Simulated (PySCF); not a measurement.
# F2Sm (Sm(F)2+): the cost of one run

Program: PySCF 2.14.0. Level of theory: PBE0, Sm lcecp-1-SVP with ECP51, F def2-SVP; scalar-relativistic core potentials, no spin–orbit coupling. These are calculated values, not measurements.

1 further run of the same task is left out (for a known fault of the program).

## Step 1: The starting structure

3 atoms, charge 1, spin multiplicity 1.

Bond lengths: Sm1–F2 2.131 Å, Sm1–F3 2.131 Å. Angles: F2–Sm1–F3 131.8°.

As a file:

```xyz
3
charge 1, multiplicity 1
Sm    0.0000    0.0000    0.0000
F     1.9448    0.0000    0.8703
F    -1.9448    0.0000    0.8703
```

Formal oxidation states: Sm +3. Each metal's 5 4f electrons lie in its core potential, so multiplicities, spins and levels count the valence alone.

## Step 2: SCF at the start, singlet

run.py (the lines that set the calculation)

```python
mol = gto.M(atom='''
Sm     0.00000     0.00000     0.00000
F      1.94480     0.00000     0.87030
F     -1.94480     0.00000     0.87030''',
    basis={'Sm': 'lcecp-1-SVP', 'F': 'def2-SVP'},
    ecp={'Sm': 'lcecp-1-SVP'},
    charge=1, spin=0)
mf = dft.RKS(mol, xc='PBE0')
mf.grids.atom_grid = (50, 194)  # f atoms: unpruned, at least (60, 302)
mf = mf.density_fit()  # fitting sets: Sm AutoAux, F def2-universal-JKFIT
mf.conv_tol = 1e-08; mf.max_cycle = 55
mf.kernel(dm0)  # dm0: free metal ions and neutral atoms
```

Launch:

```
OMP_NUM_THREADS=2 python run.py
```

Q: Estimate wall time and peak memory on 2 threads of Arm Neoverse V1, shared host.

About 2.1 s, with a peak of 0.31 GiB.
